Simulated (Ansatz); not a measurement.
# TeH2Se (SMILES [SeH][TeH]): a rigid scan of the angle H4–Te2–Se1

The task here is to estimate one member of a computed series from the others.

Computed with Ansatz 0.2.0, Gaussian basis. Level: single points in def2-TZVPP.

Levels: PBE-D4, r2SCAN-D4, PBE0-D4, B3LYP-D4, wB97M-V, Hartree-Fock, MP2, CCSD, CCSD(T). The scan takes 77.7, 82.2, 86.7, 91.2, 95.7, 100.2, 104.7, 109.2, 113.7°.

Cores are frozen in the correlated methods. Filled d shells of the heavier atoms are correlated. Core potentials replace the inner electrons past krypton, and spin-orbit coupling is left out. B3LYP uses VWN-RPA correlation.

28 further runs of the same task are left out: 28 set aside as unsound or not needed.

## The system as given

SMILES `[SeH][TeH]`, 4 atoms, charge 0, spin multiplicity 1.

Atoms are counted from 1 here; the program's logs count them from 0.

Bond lengths: Se1–Te2 2.481 Å, Se1–H3 1.448 Å, Te2–H4 1.646 Å. Angles: Te2–Se1–H3 99.3°, Se1–Te2–H4 92.9°.

Geometry (Å):

```xyz
4

Se    0.42618   -1.19780    0.36352
Te    0.61191    1.24885   -0.00092
H    -0.83827   -1.23347    1.06879
H    -0.19982    1.18243   -1.43140
```

Set-up of the first run:

Input file relax/in.yaml:

```yaml
crystal:
  periodic: [false, false, false]
  atoms:
    - {symbol: Se, position_ang: [0.426180, -1.197800, 0.363520]}
    - {symbol: Te, position_ang: [0.611910, 1.248850, -0.000920]}
    - {symbol: H, position_ang: [-0.838270, -1.233470, 1.068790]}
    - {symbol: H, position_ang: [-0.199820, 1.182430, -1.431400]}
basis:
  gaussian: {orbitals: def2-TZVP}
hamiltonian: {xc: pbe0, dispersion: d4}
relax: {f_tol: 0.005, max_steps: 200}
```

No record of the launch command was kept for these runs.

Steps of the session up to this table: Relaxation at PBE0-D4; Reference energies at the minimum; H4–Te2–Se1 = 77.7°; H4–Te2–Se1 = 82.2°; H4–Te2–Se1 = 86.7°; H4–Te2–Se1 = 91.2°; H4–Te2–Se1 = 95.7°; H4–Te2–Se1 = 100.2°; H4–Te2–Se1 = 104.7°; H4–Te2–Se1 = 109.2°; H4–Te2–Se1 = 113.7°.

One of the session's tables, all rows but one given; the rest of the session is left out.

It belongs to the step «The curves». Energies less that of the minimum at the same level (kJ/mol):

| angle (°) | PBE-D4 | PBE0-D4 | B3LYP-D4 | wB97M-V | Hartree-Fock |
| --- | --- | --- | --- | --- | --- |
| 77.7 | 20.2 | 20.6 | 21.8 | 20.6 | 26.6 |
| 82.2 | 11.4 | 11.5 | 12.3 | 11.3 | 15.0 |
| 86.7 | 5.2 | 5.1 | 5.6 | 4.9 | 6.8 |
| 91.2 | 1.4 | 1.3 | 1.5 | 1.1 | 1.9 |
| 95.7 | 0.0 | 0.0 | 0.0 | 0.0 | 0.0 |
| 95.7 (minimum) | 0.0 | 0.0 | 0.0 | 0.0 | 0.0 |
| 100.2 | ? | ? | ? | ? | ? |
| 104.7 | 4.0 | 4.6 | 4.2 | 5.0 | 4.7 |
| 109.2 | 9.2 | 10.3 | 9.6 | 10.9 | 11.0 |
| 113.7 | 16.4 | 18.0 | 17.2 | 18.9 | 19.8 |

Estimate the missing values for angle (°) = 100.2.

The run gave: PBE-D4: 0.9; PBE0-D4: 1.2; B3LYP-D4: 0.9; wB97M-V: 1.3; Hartree-Fock: 1.0.

Limits of these values: A polynomial through the near points puts the CCSD(T) minimum 0.1° below the PBE0-D4 value.
